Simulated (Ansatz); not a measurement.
**AlF2H6NO2: a dynamics run in two tries**

Aim: a short trajectory for this system.

All numbers below are computed with Ansatz 0.2.0 (UKS PBE/STO-3G).

**1. Starting point**

Bond lengths: Al1–N2 2.236 Å, Al1–F3 1.641 Å, Al1–F4 1.644 Å, Al1–O6 2.178 Å, N2–H9 1.010 Å, N2–H10 1.010 Å, O6–H11 0.955 Å, Al1–H12 0.180 Å. Angles: Al1–N2–H9 113.7°, Al1–N2–H10 115.8°, H9–N2–H10 108.8°, N2–Al1–F3 107.4°, N2–Al1–F4 112.7°, N2–Al1–O6 90.7°, N2–Al1–H12 63.8°, F3–Al1–F4 124.8°, F3–Al1–O6 108.7°, F3–Al1–H12 137.2°, F4–Al1–O6 107.1°, F4–Al1–H12 94.9°, O6–Al1–H12 36.0°, Al1–O6–H11 115.5°.

Structure file:

```xyz
12

Al   -0.7570   -1.2722    0.5861
N    -1.0383    0.9270    0.2944
F    -1.6936   -2.0384   -0.5226
F    -0.6455   -1.6920    2.1715
H     1.3867    0.0712   -0.5682
O     1.2749   -1.1420   -0.1869
H     0.1072    1.2594   -0.3183
O     1.2492    1.2970   -0.8900
H    -1.8077    1.1603   -0.3177
H    -1.1151    1.4764    1.1383
H     1.9673   -1.3222    0.4452
H    -0.6070   -1.1722    0.5861
```

**2. First attempt**

File input.yaml:

```yaml
crystal:
  periodic: [false, false, false]
  atoms:
    - { symbol: Al, position_ang: [-0.757, -1.2722, 0.5861] }
    - { symbol: "N", position_ang: [-1.0383, 0.927, 0.2944] }
    - { symbol: F, position_ang: [-1.6936, -2.0384, -0.5226] }
    - { symbol: F, position_ang: [-0.6455, -1.692, 2.1715] }
    - { symbol: H, position_ang: [1.3867, 0.0712, -0.5682] }
    - { symbol: O, position_ang: [1.2749, -1.142, -0.1869] }
    - { symbol: H, position_ang: [0.1072, 1.2594, -0.3183] }
    - { symbol: O, position_ang: [1.2492, 1.297, -0.89] }
    - { symbol: H, position_ang: [-1.8077, 1.1603, -0.3177] }
    - { symbol: H, position_ang: [-1.1151, 1.4764, 1.1383] }
    - { symbol: H, position_ang: [1.9673, -1.3222, 0.4452] }
    - { symbol: H, position_ang: [-0.607, -1.1722, 0.5861] }
magnetization:
  spin_polarized: true
basis:
  gaussian: { orbitals: STO-3G }
hamiltonian:
  xc: pbe
md:
  timestep: 0.5
  n_steps: 25
  ensemble: nve
  temperature: 100.0
  initial_velocities: maxwell_boltzmann
  seed: 240643
```

Run with:

```bash
$ ansatz run input.yaml --threads 1 --pin off --max-ram 2048MiB --backend cpu --events-out ev --progress --plain --runs-dir out
```

**Question.** What will these runs give? Wanted: first try.

The runs gave:

| quantity | value |
| --- | --- |
| first try | timeout |
| cause | the last atom was put 0.18 Å from the first, almost on top of it |

The program did not catch the first fault at the input check, so it cost a run.
